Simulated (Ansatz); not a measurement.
# C₃H₈Si₂: shape, modes and thermochemistry

The task is to find a stationary geometry of C₃H₈Si₂, check the end point by its vibrations and derive ideal-gas thermochemistry, and look at its orbitals and charge.

The runs use Ansatz 0.2.0, Gaussian basis; RKS PBE0-D4/def2-TZVP.

Levels to be run: relaxation at PBE-D4/def2-SVP; relaxation at PBE0-D4/def2-TZVP; harmonic vibrations at the same level; a single point in def2-TZVPP for the fields.

**1. Where the work starts**

SMILES `C=C1C[SiH]1[SiH3]`, 13 atoms, charge 0, spin multiplicity 1.

Atoms are counted from 1 here; the program's logs count them from 0.

Bond lengths: C1–C2 1.304 Å, C1–H6 1.094 Å, C1–H7 1.108 Å, C2–C3 1.425 Å, C2–Si4 1.757 Å, C3–Si4 2.408 Å, C3–H8 1.040 Å, C3–H9 1.103 Å, Si4–Si5 2.295 Å, Si4–H10 1.486 Å, Si5–H11 1.488 Å, Si5–H12 1.480 Å, Si5–H13 1.478 Å. Angles: C2–C1–H6 126.1°, C2–C1–H7 120.4°, H6–C1–H7 112.8°, C1–C2–C3 130.1°, C1–C2–Si4 132.1°, C3–C2–Si4 97.8°, C2–C3–Si4 46.3°, C2–C3–H8 116.4°, C2–C3–H9 114.3°, Si4–C3–H8 95.2°, Si4–C3–H9 97.3°, H8–C3–H9 120.0°, C2–Si4–C3 35.9°, C2–Si4–Si5 116.1°, C2–Si4–H10 113.1°, C3–Si4–Si5 100.5°, C3–Si4–H10 94.2°, Si5–Si4–H10 113.4° and more.

Coordinates:

```xyz
13

C    -0.6231    2.0111    1.0056
C    -0.6492    0.9649    0.2281
C    -1.6312   -0.0606    0.1016
Si    0.5154    0.3219   -0.9192
Si    1.6341   -1.5732   -0.2678
H     0.1270    2.8072    0.9907
H    -1.4876    2.2474    1.6575
H    -2.1582   -0.0875   -0.7946
H    -1.3746   -1.0007    0.6180
H    -0.0107    0.2497   -2.3069
H     0.7694   -2.7836   -0.2991
H     2.8267   -1.7516   -1.1257
H     2.0824   -1.3800    1.1268
```

The start is a force-field geometry with small random shifts, so a cheaper pass at PBE-D4/def2-SVP comes first.

**2. Geometry optimisation, PBE-D4/def2-SVP (cheap first pass)**

File in.yaml:

```yaml
crystal:
  periodic: [false, false, false]
  atoms:
    - {symbol: C, position_ang: [-0.623100, 2.011100, 1.005600]}
    - {symbol: C, position_ang: [-0.649200, 0.964900, 0.228100]}
    - {symbol: C, position_ang: [-1.631200, -0.060600, 0.101600]}
    - {symbol: Si, position_ang: [0.515400, 0.321900, -0.919200]}
    - {symbol: Si, position_ang: [1.634100, -1.573200, -0.267800]}
    - {symbol: H, position_ang: [0.127000, 2.807200, 0.990700]}
    - {symbol: H, position_ang: [-1.487600, 2.247400, 1.657500]}
    - {symbol: H, position_ang: [-2.158200, -0.087500, -0.794600]}
    - {symbol: H, position_ang: [-1.374600, -1.000700, 0.618000]}
    - {symbol: H, position_ang: [-0.010700, 0.249700, -2.306900]}
    - {symbol: H, position_ang: [0.769400, -2.783600, -0.299100]}
    - {symbol: H, position_ang: [2.826700, -1.751600, -1.125700]}
    - {symbol: H, position_ang: [2.082400, -1.380000, 1.126800]}
basis:
  gaussian: {orbitals: def2-SVP}
hamiltonian: {xc: pbe, dispersion: d4}
relax: {f_tol: 0.03, max_steps: 200}
```

On the command line:

```sh
$ ansatz run in.yaml --threads 4 --pin off --events-out ev --progress --plain --max-ram 10444MiB
```

Output, shortened:

```text
Functional definition: PBE
  name "PBE"
  cite "Perdew, Burke & Ernzerhof, Phys. Rev. Lett. 77, 3865 (1996) doi:10.1103/PhysRevLett.77.3865"
  parent pbe
[...]
1330 factors; their error is unknown
[...]
mean field -18973.13675860 eV, -697.2499154244 hartree, gradient 2.9e-5 eV, S^2 0.000000; 0 other end points of the search recorded, 0 dependent functions left out
[...]
reference -18973.13679755 eV, -697.2499168558 hartree; 27, 27 occupied and 91, 91 virtual orbitals, 1330 factors
relax step   1: F+E_penalty+E_count = -18973.47510565 eV  Δ(F+E_penalty+E_count) = +0.000e0 eV  max|allowed force component| = 2.661e0 eV/Å  Δτ_max = 0.0000 Å  (30 SCF iters, accepted)
[...]
relax step   5: F+E_penalty+E_count = -18974.59407621 eV  Δ(F+E_penalty+E_count) = -8.106e-2 eV  max|allowed force component| = 2.017e0 eV/Å  Δτ_max = 0.1930 Å  (37 SCF iters, accepted)
[...]
relax step   9: F+E_penalty+E_count = -18974.82093025 eV  Δ(F+E_penalty+E_count) = -1.470e-2 eV  max|allowed force component| = 7.716e-2 eV/Å  Δτ_max = 0.2000 Å  (30 SCF iters, accepted)
[...]
relax step  13: F+E_penalty+E_count = -18974.83333393 eV  Δ(F+E_penalty+E_count) = -3.657e-3 eV  max|allowed force component| = 1.164e-1 eV/Å  Δτ_max = 0.0974 Å  (30 SCF iters, accepted)
[...]
mean field -18974.53613329 eV, -697.3013414959 hartree, gradient 1.7e-5 eV, S^2 0.000000; 1 other end points of the search recorded, 0 dependent functions left out
[...]
reference -18974.53617437 eV, -697.3013430056 hartree; 27, 27 occupied and 91, 91 virtual orbitals, 1330 factors
Total energy: -18974.83732005 eV, -697.3124099053 hartree
Atom 0 at    -0.509978     2.157216     0.940100 Å, force     0.005407    -0.003145     0.002726 eV/Å
Atom 1 at    -0.609961     1.036994     0.214026 Å, force     0.001627    -0.004267     0.001385 eV/Å
Atom 2 at    -1.564463    -0.106364     0.035005 Å, force    -0.000482     0.002820    -0.014100 eV/Å
Atom 3 at     0.038892    -0.200025    -1.007611 Å, force    -0.002898    -0.005007     0.006214 eV/Å
Atom 4 at     1.704598    -1.661202    -0.284609 Å, force     0.013639    -0.001061     0.006676 eV/Å
Atom 5 at     0.364929     2.822904     0.856647 Å, force    -0.000797     0.000418    -0.002503 eV/Å
Atom 6 at    -1.303066     2.456810     1.650290 Å, force    -0.002015     0.002305    -0.001114 eV/Å
Atom 7 at    -2.512897     0.102949    -0.497677 Å, force     0.002688    -0.000342     0.001354 eV/Å
Atom 8 at    -1.703240    -0.805020     0.882665 Å, force     0.000906    -0.001742     0.004366 eV/Å
Atom 9 at    -0.087149     0.113892    -2.469426 Å, force    -0.002250     0.002857    -0.003244 eV/Å
Atom 10 at     1.624946    -2.993998    -0.983704 Å, force    -0.003581     0.013360     0.003358 eV/Å
Atom 11 at     3.080299    -1.090810    -0.512960 Å, force    -0.016867    -0.004453     0.002485 eV/Å
Atom 12 at     1.497490    -1.868346     1.192255 Å, force     0.004623    -0.001743    -0.007603 eV/Å
Dipole moment:    -0.046932    -0.013696     0.009130 e Å
```

Wall time 12 s (4 threads, shared host).

Relaxation path: (the energy doesn't fall at every step)

```tsv
step	energy from step 1 (eV)	largest force component (eV/Å)
1	0.0000	2.6614
2	-0.5434	1.5527
3	-0.7481	0.9848
4	-1.0379	0.9552
5	-1.1190	2.0166
6	-1.2408	1.1029
7	-1.3029	0.2477
8	-1.3311	0.2057
9	-1.3458	0.0772
10	-1.3532	0.0740
11	-1.3517	0.2713
12	-1.3546	0.1135
13	-1.3582	0.1164
14	-1.3593	0.0944
15	-1.3606	0.0511
16	-1.3615	0.0290
17	-1.3620	0.0317
18	-1.3622	0.0169
```

The force was under the threshold of 0.03 eV/Å already at step 16, but the program went on to step 18.

Distances of close pairs at the start and the end, largest changes first:

```tsv
bond	before (Å)	after (Å)	change (Å)
C3–Si4	2.408	1.915	-0.493
C2–Si4	1.757	1.856	+0.099
C2–C3	1.425	1.500	+0.075
C3–H8	1.040	1.108	+0.068
Si4–Si5	2.295	2.331	+0.036
C1–C2	1.304	1.339	+0.035
Si5–H13	1.478	1.506	+0.028
Si5–H12	1.480	1.507	+0.027
```

**3. Relaxation at PBE0-D4/def2-TZVP**

File in.yaml:

```yaml
crystal:
  periodic: [false, false, false]
  atoms:
    - {symbol: C, position_ang: [-0.509978, 2.157216, 0.940100]}
    - {symbol: C, position_ang: [-0.609961, 1.036994, 0.214026]}
    - {symbol: C, position_ang: [-1.564463, -0.106364, 0.035005]}
    - {symbol: Si, position_ang: [0.038892, -0.200025, -1.007611]}
    - {symbol: Si, position_ang: [1.704598, -1.661202, -0.284609]}
    - {symbol: H, position_ang: [0.364929, 2.822904, 0.856647]}
    - {symbol: H, position_ang: [-1.303066, 2.456810, 1.650290]}
    - {symbol: H, position_ang: [-2.512897, 0.102949, -0.497677]}
    - {symbol: H, position_ang: [-1.703240, -0.805020, 0.882665]}
    - {symbol: H, position_ang: [-0.087149, 0.113892, -2.469426]}
    - {symbol: H, position_ang: [1.624946, -2.993998, -0.983704]}
    - {symbol: H, position_ang: [3.080299, -1.090810, -0.512960]}
    - {symbol: H, position_ang: [1.497490, -1.868346, 1.192255]}
basis:
  gaussian: {orbitals: def2-TZVP}
hamiltonian: {xc: pbe0, dispersion: d4}
relax: {f_tol: 0.005, max_steps: 150}
```

Same command.

Output, shortened:

```text
Functional definition: PBE0
  name "PBE0"
  cite "Adamo & Barone, J. Chem. Phys. 110, 6158 (1999) doi:10.1063/1.478522"
  cite "Perdew, Burke & Ernzerhof, Phys. Rev. Lett. 77, 3865 (1996) doi:10.1103/PhysRevLett.77.3865"
  parent pbe
[...]
1428 factors; their error is unknown
[...]
mean field -18985.49520942 eV, -697.7040801155 hartree, gradient 5.5e-5 eV, S^2 0.000000; 0 other end points of the search recorded, 0 dependent functions left out
[...]
reference -18985.49524914 eV, -697.7040815752 hartree; 27, 27 occupied and 188, 188 virtual orbitals, 1428 factors
relax step   1: F+E_penalty+E_count = -18985.75295342 eV  Δ(F+E_penalty+E_count) = +0.000e0 eV  max|allowed force component| = 5.323e-1 eV/Å  Δτ_max = 0.0000 Å  (29 SCF iters, accepted)
[...]
Atom 3 at     0.033672    -0.201082    -0.978297 Å, force     0.003454     0.000333     0.002690 eV/Å
Atom 4 at     1.697882    -1.660698    -0.278906 Å, force     0.000570     0.000293    -0.000234 eV/Å
Atom 5 at     0.336147     2.805969     0.856430 Å, force     0.001012     0.000264    -0.000023 eV/Å
Atom 6 at    -1.312485     2.432273     1.612611 Å, force    -0.001540    -0.000120     0.000205 eV/Å
Atom 7 at    -2.480153     0.119321    -0.488756 Å, force    -0.001429    -0.000206     0.001219 eV/Å
Atom 8 at    -1.692421    -0.774545     0.878287 Å, force     0.001418    -0.001641    -0.000057 eV/Å
Atom 9 at    -0.070770     0.108647    -2.425513 Å, force    -0.001664    -0.000527     0.001264 eV/Å
Atom 10 at     1.601345    -2.965955    -0.986532 Å, force    -0.000318     0.000333     0.000033 eV/Å
Atom 11 at     3.048710    -1.090293    -0.527349 Å, force    -0.000115    -0.000396     0.000015 eV/Å
Atom 12 at     1.520891    -1.882217     1.180320 Å, force    -0.000032    -0.000023    -0.000338 eV/Å
Dipole moment:    -0.022908    -0.033620    -0.001103 e Å
```

It took 23 s on 4 threads, shared host.

Relaxation path:

```tsv
step	energy from step 1 (eV)	largest force component (eV/Å)
1	0.0000	0.5323
2	-0.0554	0.2971
3	-0.0614	0.0984
4	-0.0609	0.1494
5	-0.0623	0.0597
6	-0.0627	0.0168
7	-0.0627	0.0301
8	-0.0629	0.0161
9	-0.0629	0.0077
10	-0.0629	0.0035
```

Close pairs (by a distance rule), those that changed most:

```tsv
bond	before (Å)	after (Å)	change (Å)
C3–Si4	1.915	1.883	-0.032
C2–Si4	1.856	1.826	-0.029
Si5–H12	1.507	1.487	-0.019
Si5–H11	1.507	1.488	-0.019
Si5–H13	1.506	1.487	-0.019
C3–H8	1.108	1.089	-0.019
C1–C2	1.339	1.320	-0.019
C3–H9	1.107	1.088	-0.019
```

Mulliken charges of the relaxed molecule (report file):

C1 -0.26; C2 -0.11; C3 -0.31; Si4 0.16; Si5 0.02; H6 0.14; H7 0.12; H8 0.14; H9 0.14; H10 -0.01; H11 -0.01; H12 -0.01; H13 0.00

**4. Harmonic vibrations**

File in.yaml:

```yaml
crystal:
  periodic: [false, false, false]
  atoms:
    - {symbol: C, position_ang: [-0.518750, 2.141510, 0.927143]}
    - {symbol: C, position_ang: [-0.592557, 1.034781, 0.211857]}
    - {symbol: C, position_ang: [-1.551111, -0.102710, 0.033706]}
    - {symbol: Si, position_ang: [0.033672, -0.201082, -0.978297]}
    - {symbol: Si, position_ang: [1.697882, -1.660698, -0.278906]}
    - {symbol: H, position_ang: [0.336147, 2.805969, 0.856430]}
    - {symbol: H, position_ang: [-1.312485, 2.432273, 1.612611]}
    - {symbol: H, position_ang: [-2.480153, 0.119321, -0.488756]}
    - {symbol: H, position_ang: [-1.692421, -0.774545, 0.878287]}
    - {symbol: H, position_ang: [-0.070770, 0.108647, -2.425513]}
    - {symbol: H, position_ang: [1.601345, -2.965955, -0.986532]}
    - {symbol: H, position_ang: [3.048710, -1.090293, -0.527349]}
    - {symbol: H, position_ang: [1.520891, -1.882217, 1.180320]}
basis:
  gaussian: {orbitals: def2-TZVP}
hamiltonian: {xc: pbe0, dispersion: d4}
phonons: {temperatures: {t_min: 298.15, t_max: 900, t_step: 200}}
```

Same command.

Output, shortened:

```text
Functional definition: PBE0
  name "PBE0"
  cite "Adamo & Barone, J. Chem. Phys. 110, 6158 (1999) doi:10.1063/1.478522"
  cite "Perdew, Burke & Ernzerhof, Phys. Rev. Lett. 77, 3865 (1996) doi:10.1103/PhysRevLett.77.3865"
  parent pbe
[...]
1428 factors; their error is unknown
[...]
mean field -18985.55634044 eV, -697.7063266390 hartree, gradient 5.3e-5 eV, S^2 0.000000; 0 other end points of the search recorded, 0 dependent functions left out
[...]
reference -18985.55637985 eV, -697.7063280871 hartree; 27, 27 occupied and 188, 188 virtual orbitals, 1428 factors
[...]
1428 factors; their error is unknown
mean field -18985.55617862 eV, -697.7063206921 hartree, gradient 1.1e-6 eV, S^2 0.000000; 0 other end points of the search recorded, 0 dependent functions left out
[...]
reference -18985.55621803 eV, -697.7063221403 hartree; 27, 27 occupied and 188, 188 virtual orbitals, 1428 factors
[...]
Atom 6 at    -1.312485     2.432273     1.612611 Å, force    -0.001525    -0.000125     0.000193 eV/Å
Atom 7 at    -2.480153     0.119321    -0.488756 Å, force    -0.001423    -0.000207     0.001221 eV/Å
Atom 8 at    -1.692421    -0.774545     0.878287 Å, force     0.001410    -0.001655    -0.000039 eV/Å
Atom 9 at    -0.070770     0.108647    -2.425513 Å, force    -0.001666    -0.000524     0.001264 eV/Å
Atom 10 at     1.601345    -2.965955    -0.986532 Å, force    -0.000319     0.000320     0.000034 eV/Å
Atom 11 at     3.048710    -1.090293    -0.527349 Å, force    -0.000111    -0.000397     0.000014 eV/Å
Atom 12 at     1.520891    -1.882217     1.180320 Å, force    -0.000036    -0.000022    -0.000326 eV/Å
Dipole moment:    -0.022907    -0.033620    -0.001103 e Å
Vibrations: 73.24 95.48 126.53 249.73 309.50 416.36 475.09 513.62 550.89 618.26 645.56 665.58 707.57 799.09 875.64 925.85 931.82 940.90 954.71 961.44 1037.10 1110.27 1395.43 1447.75 1759.29 2215.40 2225.31 2229.55 2235.08 3098.81 3122.54 3174.61 3212.00 cm⁻¹, zero-point energy 2.485884 eV
```

It took 2 min on 4 threads, shared host.

Motions are named by where the mode's potential energy lies. Wavenumbers, unscaled:

```tsv
mode	cm⁻¹	motion
1	73	bend with torsion
2	95	torsion
3	127	bend
4	250	torsion
5	310	bend
6	416	Si–Si stretch
7	475	bend
8	514	bend with torsion
9	551	bend with torsion
10	618	bend
11	646	torsion with bend
12	666	Si–C stretch with torsion
13	708	bend
14	799	bend
15	876	bend
16	926	bend with C–C stretch
17	932	bend with torsion
18	941	bend with torsion
19	955	bend
20	961	torsion with out-of-plane bend
21	1037	bend
22	1110	bend
23	1395	bend
24	1448	bend
25	1759	C–C stretch
26	2215	Si–H stretch
27	2225	Si–H stretch
28	2230	Si–H stretch
29	2235	Si–H stretch
30	3099	C–H stretch
31	3123	C–H stretch
32	3175	C–H stretch
33	3212	C–H stretch
```

From these modes and the moments of inertia (298.15 K, 1 bar, symmetry number 1):

```tsv
term	value
zero-point energy	239.9 kJ/mol
H(298) − E	262.9 kJ/mol
entropy, translation	166.3 J/(mol K)
entropy, rotation	114.8 J/(mol K)
entropy, vibration	79.8 J/(mol K)
entropy, total	361.0 J/(mol K)
```

**5. A single point for the fields**

Edit in.yaml of step 4 so:

```diff
@@ -17,4 +17,4 @@
 basis:
-  gaussian: {orbitals: def2-TZVP}
+  gaussian: {orbitals: def2-TZVPP}
 hamiltonian: {xc: pbe0, dispersion: d4}
-phonons: {temperatures: {t_min: 298.15, t_max: 900, t_step: 200}}
+output: {orbitals: {seedname: orbitals}}
```

Launched as before.

Output:

```text
Functional definition: PBE0
  name "PBE0"
  cite "Adamo & Barone, J. Chem. Phys. 110, 6158 (1999) doi:10.1063/1.478522"
  cite "Perdew, Burke & Ernzerhof, Phys. Rev. Lett. 77, 3865 (1996) doi:10.1103/PhysRevLett.77.3865"
  parent pbe
  parameter a = 0.25
  parameter kappa = 0.804
  parameter beta = 0.06672455060314922
  exchange = (1 - a)*pbe_x(kappa = kappa, mu = beta*pi^2/3) + a*exact_x
  correlation = pbe_c(beta = beta)
1594 factors; their error is unknown
mean field evaluation 1: about -18975.5207 eV, gradient 6.3e1 eV
mean field evaluation 2: about -18957.0554 eV, gradient 9.9e1 eV
mean field evaluation 4: about -18985.3778 eV, gradient 9.5e0 eV
mean field evaluation 8: about -18985.5819 eV, gradient 1.2e-1 eV
mean field evaluation 16: about -18985.6129 eV, gradient 1.5e-4 eV
mean field -18985.61293521 eV, -697.7084064583 hartree, gradient 3.9e-5 eV, S^2 0.000000; 0 other end points of the search recorded, 0 dependent functions left out
reference -18985.61297483 eV, -697.7084079142 hartree; 27, 27 occupied and 262, 262 virtual orbitals, 1594 factors
Total energy: -18985.87249923 eV, -697.7179452600 hartree
```

Run time: 2.1 s. Hardware: 4 threads, shared host; peak memory 0.82 GiB.

Orbitals, density, ELF and potential are computed afterwards from the orbital file.

Frontier orbitals at PBE0-D4/def2-TZVPP, with the share of their density that lies nearest to each atom:

```tsv
orbital	energy (eV)	lies on
HOMO-1	-7.55	C1, C2 about 34 % each
HOMO	-7.20	Si4 28 %; C2 28 %; C3 17 %
LUMO	-0.65	C1, C2 about 24 % each; Si4 10 %; H6, H7 about 7 % each
```

ELF in a plane through or near 5 of the atoms.

Ten even steps from ' ' (0.00) to '@' (1.00):
```
                                                        
                                                        
                                                        
            ..--::                ::++==..              
          ==%%@@%%==            ::##%%%%++              
        --%%@@@@@@##..          ::%%@@@@++              
        --%%@@@@@@##::          ::##@@%%++::..          
          ==%%%%**==----::::====++**::::####**::        
          ::==::==..==##====####**%%--::%%%%##--        
      ::++**##::%%--**@@++==##**::==##++**##++::        
    ..%%@@@@@@##..==@@%%::..==**++**++::......          
    ::@@@@@@@@@@****%%##::==****%%##==                  
    ..%%@@@@@@@@==--++**##%%%%--::**==..                
      ::%%@@@@++    ..==##%%%%##%%@@@@**..              
        ..--==        ::++++++**@@@@@@%%--              
                        ......==%%@@@@##..              
                              ..==****--                
                                  ..                    
                                                        
                                                        
```
The map spans 12.1 Å across and 9.3 Å up, centred on the molecule. Atoms in the plane (x, y in Å): C1 (2.2, 1.0), C2 (1.2, 0.1), Si5 (-2.3, 0.4), H8 (1.5, -2.1), H11 (-3.5, -0.6).

On the surface of density 0.002 e/bohr³ the electrostatic potential runs, from the 1st to the 99th percentile, from -0.64 V near C2 to 0.90 V near H11.

**6. Outcome**

```
                  quantity            value
               point group               C1
                     steps          18 + 10
shift from the start (rms)          0.541 Å
              total energy   -18985.8159 eV
           dispersion term         -260 meV
             dipole moment           0.20 D
lowest, highest wavenumber    73, 3212 cm⁻¹
         zero-point energy     239.9 kJ/mol
       entropy at 298.15 K  361.0 J/(mol K)
                HOMO, LUMO  -7.20, -0.65 eV
```

The atoms moved 0.54 Å (rms) from the start; the bond that changed most is C3–Si4, from 2.408 to 1.883 Å. All wavenumbers are real, so the end point is a minimum. The stiffest mode, 3212 cm⁻¹, is a C–H stretch, and 3 modes under 200 cm⁻¹ make the vibrational entropy uncertain. Harmonic hybrid wavenumbers usually lie a few per cent above measured fundamentals. The largest Mulliken charge, -0.31 e, sits on C3. The HOMO lies mostly on Si4 28 %; C2 28 % and the LUMO on C1, C2 about 24 % each; Si4 10 %.
